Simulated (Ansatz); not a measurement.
**ClHSSn: how energies converge with the basis set**

How large a basis does ClHSSn need? Two functionals are run in growing sets.

Program: Ansatz 0.2.0, Gaussian basis. Level of theory: one geometry, several basis sets. These are calculated values, not measurements.

Plan: PBE0-D4/def2-SVP; ωB97M-V/def2-SVP; PBE0-D4/def2-QZVPP; ωB97M-V/def2-QZVPP; the functionals' def2-TZVPP values are taken from earlier runs.

### Step 1. Structure used throughout

The geometry comes from an earlier relaxation with PBE0-D4 in a triple-zeta def2 set; it is a stationary point. Sn takes the def2 core potential; no spin-orbit term is included.

SMILES `[SH][Sn][Cl]`, 4 atoms, charge 0, spin multiplicity 1.

Atoms are counted from 1 here; the program's logs count them from 0.

Bond lengths: S1–Sn2 2.427 Å, S1–H4 1.344 Å, Sn2–Cl3 2.379 Å. Angles: Sn2–S1–H4 93.1°, S1–Sn2–Cl3 96.5°.

Coordinates:

```mol
ClHSSn
  3D, bonds by distance, orders not assigned

  4  3  0  0  0  0  0  0  0  0999 V2000
    0.1857    1.4885   -0.4097 S   0  0
   -1.3957   -0.3517   -0.3418 Sn  0  0
    0.0888   -1.9503    0.6078 Cl  0  0
    1.1767    0.7533    0.1234 H   0  0
  1  2  8  0
  2  3  8  0
  1  4  8  0
M  END
```

### Step 2. PBE0-D4 in def2-SVP

in.yaml reads:

```yaml
crystal:
  periodic: [false, false, false]
  atoms:
    - {symbol: S, position_ang: [0.185657, 1.488532, -0.409673]}
    - {symbol: Sn, position_ang: [-1.395689, -0.351698, -0.341832]}
    - {symbol: Cl, position_ang: [0.088794, -1.950306, 0.607845]}
    - {symbol: H, position_ang: [1.176738, 0.753271, 0.123361]}
basis:
  gaussian: {orbitals: def2-SVP}
hamiltonian: {xc: pbe0, dispersion: d4}
output: {orbitals: {seedname: orbitals}}
```

Further steps of the session: ωB97M-V in def2-SVP; PBE0-D4 in def2-QZVPP; ωB97M-V in def2-QZVPP.

Q: Predict the results of all the runs planned. Wanted: PBE0-D4: double and triple zeta above quadruple; ωB97M-V: double and triple zeta above quadruple.

**Answer**, as computed:

| quantity | value |
| --- | --- |
| PBE0-D4: double and triple zeta above quadruple | 9.10, 0.75 eV |
| ωB97M-V: double and triple zeta above quadruple | 9.03, 0.72 eV |

PBE0-D4 gains 8.35 eV from double to triple zeta, then 0.75 eV more. Total energies overstate the basis error of differences, where much of it tends to cancel.
